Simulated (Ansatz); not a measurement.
# InCu: the cost of one run

All numbers are computed with Ansatz 0.2.0, driven from Python. Level of theory: DFT PBEsol+D4, plane waves, PAW.

## 1. The structure

It takes space group P6_3/mmc (No. 194, hexagonal). Conventional cell: a = 4.177 Å, b = 4.177 Å, c = 4.936 Å, α = 90.00°, β = 90.00°, γ = 120.00°. In (site symmetry -6m2) has 6 Cu at 2.71 Å as nearest neighbours. Cu (site symmetry -3m) has 2 Cu at 2.47 Å and 6 In at 2.71 Å as nearest neighbours.

No structure file is read: the coordinates are typed or built in the script.

## 2. Script

The input, ecut_incu.py:

```python
"""Cutoff test for InCu."""

from dataclasses import dataclass

import ansatz
from pymatgen.core import Lattice, Structure
from pymatgen.io.ase import AseAtomsAdaptor


@dataclass(frozen=True)
class RunConfig:
    functional: str = "PBEsol"
    dispersion: str = "D4"
    mesh: tuple[int, ...] = (6, 6, 4)
    occupations: str = "Fermi-Dirac"
    smearing_width: float = 0.05


opts = RunConfig()

pmg_structure = Structure(
    Lattice([(4.17663801, 0.0, 0.0), (-2.088319, 3.61707462, 0.0), (0.0, 0.0, 4.93565492)]),
    ["In", "In", "Cu", "Cu"],
    [
        (1 / 3, 2 / 3, 0.25),
        (2 / 3, 1 / 3, 0.75),
        (0.0, 0.0, 0.5),
        (0.0, 0.0, 0.0),
    ],
)
crystal = ansatz.Crystal.from_ase(AseAtomsAdaptor.get_atoms(pmg_structure))

calculation = (
    crystal.calculation()
    .functional(opts.functional, dispersion=opts.dispersion)
    .kpoints(*opts.mesh, center="gamma")
    .occupations(opts.occupations, width=opts.smearing_width)
)

rows = []
for value in [250, 350, 450, 550, 650]:
    rep = calculation.basis(value).run().report
    rows.append((value, rep["free_energy_ev"] / len(rep["lattice"]["sites"]), rep["n_iterations"], rep["n_pw"]))

print(" cutoff (eV)   F/atom (eV)    iterations   plane waves")
for row in rows:
    print(f"{str(row[0]):>12s}  {row[1]:12.5f}  {row[2]:12d}  {row[3]:12d}")

# the last row is the reference
for row in rows[:-1]:
    shift = 1000 * (row[1] - rows[-1][1])
    print(f"{row[0]}: {shift:+.2f} meV/atom" + ("  (within 5 meV)" if abs(shift) < 5 else ""))
```

## 3. The input behind the calls

The engine receives this input (first run):

```yaml
crystal:
  lattice:
    - [4.17663801, 0.0, 0.0]
    - [-2.088319, 3.61707462, 0.0]
    - [0.0, 0.0, 4.93565492]
  atoms:
    - { symbol: In, position: [0.3333333333333333, 0.6666666666666666, 0.25] }
    - { symbol: In, position: [0.6666666666666666, 0.3333333333333333, 0.75] }
    - { symbol: Cu, position: [0.0, 0.0, 0.5] }
    - { symbol: Cu, position: [0.0, 0.0, 0.0] }
basis:
  ecutwfc: 250.0
kpoints:
  mp_grid:
    grid: [6, 6, 4]
    shift: [0.0, 0.0, 0.0]
hamiltonian:
  xc: pbesol
  dispersion: d4
scf:
  occupations:
    method: fermi_dirac
    width: 0.05
```

## 4. Running it

On the command line:

```sh
python ecut_incu.py
```

What time and memory should one allow on 1 thread of Arm Neoverse V2, shared host?

About 17 s, with a peak of 0.54 GiB.
